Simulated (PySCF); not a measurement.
# C6H3F3 (1,2,4-trifluorobenzene (F-1)): the cost of one run

Computed with PySCF 2.14.0, with density-fitted response routines of our own, on a single molecule, in the gas phase or a continuum. Atoms are numbered from 0 throughout.

**1. The molecule as given**

12 atoms, charge 0, multiplicity 1; geometry from: GFN2-xTB. The atoms were then displaced at random by about 0.01 Å, so the start is not that level's minimum.

Bonds of the start (Å): F0–C1 1.33, C1–C2 1.39, C2–C3 1.43, C3–C4 1.36, C4–F5 1.35, C4–C6 1.39, C6–F7 1.34, C6–C8 1.39, C8–C1 1.38, C2–H9 1.06, C3–H10 1.07, C8–H11 1.08.

**2. Relaxing the molecule at PBE0-D3(BJ)/def2-TZVP**

The job: settings as JSON, then the geometry in Å.

```
{"job": {"xc": "PBE0", "basis": "def2-TZVP", "d3": "d3bj", "grid": 2, "shake": 0.01, "kind": "geom"}, "charge": 0, "multiplicity": 1}
F     -2.415600    -1.229870     0.018970
C     -1.243720    -0.603240     0.004020
C     -1.199300     0.781130    -0.043910
C      0.092260     1.402680    -0.049000
C      1.208720     0.627890    -0.023520
F      2.404570     1.244740    -0.025120
C      1.141640    -0.755680     0.030530
F      2.263400    -1.487920     0.058700
C     -0.100700    -1.378640     0.058790
H     -2.091980     1.357500    -0.048310
H      0.136900     2.471440    -0.069380
H     -0.156510    -2.458290     0.079220
```

Launch:

```console
$ OMP_NUM_THREADS=1 python probes_run.py task.json out
```

This one command runs all jobs of the session in turn.

Q: Estimate the wall time and peak memory of this first job on 1 thread of Arm Neoverse V1, shared host.

About 7.4 min, with a peak of 1.7 GiB.
